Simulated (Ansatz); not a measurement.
MgI2:

```
CELL_PARAMETERS angstrom
4.14000 0.00000 0.00000
-2.07000 3.58535 0.00000
0.00000 0.00000 6.88000
ATOMIC_POSITIONS crystal
I 0.66667 0.33333 0.75000
I 0.33333 0.66667 0.25000
Mg 0.00000 0.00000 0.00000
```

```yaml
Program: Ansatz 0.2.0
Task: relaxation of cell and atoms
Functional: r2SCAN
Potentials_or_basis: Ansatz PAW
Cutoff: "500 eV (not typed: the program's choice for these potentials)"
k_mesh: 8 × 8 × 4
Occupations: fermi-dirac, width 0.05 eV
Spin: no spin polarisation
```

At the start: volume 34.04 Å³/atom.

**Question.** How do energy, volume and symmetry change on relaxing?

**Answer.** It ends after 6 steps and the volume is 36.28 Å³/atom (+6.6 %); space group P-3m1 (No. 164, to 0.05 Å).

Step by step:
| step | energy change (eV) | largest force (eV/Å) | volume (Å³) |
| --- | --- | --- | --- |
| 1 | 0.0000 | 0.2993 | 102.12 |
| 2 | -0.0285 | 0.0174 | 106.59 |
| 3 | -0.0296 | 0.0207 | 108.42 |
| 4 | -0.0303 | 0.0012 | 108.66 |
| 5 | -0.0303 | 0.0003 | 108.83 |
| 6 | -0.0314 | 0.0003 | 108.83 |

Final structure:
```
I Mg
1.0
     4.18639    0.00000    0.00000
    -2.09319    3.62552    0.00000
     0.00000    0.00000    7.17065
I Mg
2 1
Direct
  0.66667 0.33333 0.76770
  0.33333 0.66667 0.23230
  0.00000 0.00000 0.00000
```

Caveat: the plane-wave basis is chosen anew once the cell has moved, so the energies of steps on either side of that aren't comparable; the PAW data sets come from PBE, with cores solved anew for the run's functional, which leaves a small shift of forces and pressure.
